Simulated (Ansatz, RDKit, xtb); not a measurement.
**Ge2SiH7Cl: which of the isomers drawn lies lowest?**

Which of a sample of isomers of Ge2SiH7Cl is the most stable in the gas at 298.15 K, and what are its properties? The sample is small against all isomers, and the most stable one of this formula need not be in it.

Plan: many cheap relaxations first (GFN2-xTB), then density-functional screening, relaxation at B3LYP-D3(BJ)/def2-SVP, vibrations (at GFN2-xTB) and a final energy. The numbers are computed, not measured.

## 1. Possible bonding patterns

Isomers were taken from a list of plausible structures; this is a sample, not all of them. That gives 4 candidates.

| label | SMILES | spin |
| --- | --- | --- |
| c197 | [Cl][GeH2][SiH2][GeH3] | singlet |
| c334 | Cl[SiH]([GeH3])[GeH3] | singlet |
| c521 | Cl[SiH2][GeH2][GeH3] | singlet |
| c725 | [SiH3][Ge@@H]([Cl])[GeH3] | singlet |

Candidates are built by distance geometry, with a force field where one applies, in up to four conformers (letters a to d).

**Question.** With final energies at CCSD(T)/def2-SVP + MP2/def2-TZVPP - MP2/def2-SVP, which structure will this search put lowest in free energy, and by what margin?

| quantity | value |
| --- | --- |
| lowest structure found | Cl[SiH2][GeH2][GeH3], singlet |
| next finalist | [SiH3][Ge@@H]([Cl])[GeH3], singlet, 3.6 kcal/mol higher in G |
| share at equilibrium, among the finalists | 99.7 % |

The lowest structure found is `Cl[SiH2][GeH2][GeH3]`. The margin of 3.6 kcal/mol over the next finalist is beyond the usual error of the last level; it says nothing of structures that weren't ranked. HF/STO-3G, r2SCAN-D4/def2-SVP, B3LYP-D3(BJ)/def2-SVP, HF/def2-SVP and MP2/def2-SVP already put its bonding pattern lowest among the structures in one piece; GFN2-xTB favours the singlet [SiH3][Ge@@H]([Cl])[GeH3]. The search is not exhaustive (a finite list of starts, one conformer a finalist), so a lower isomer can't be ruled out. Only 4 drawn patterns were tried, so whole families of isomers are missing, and the result ranks this sample alone.
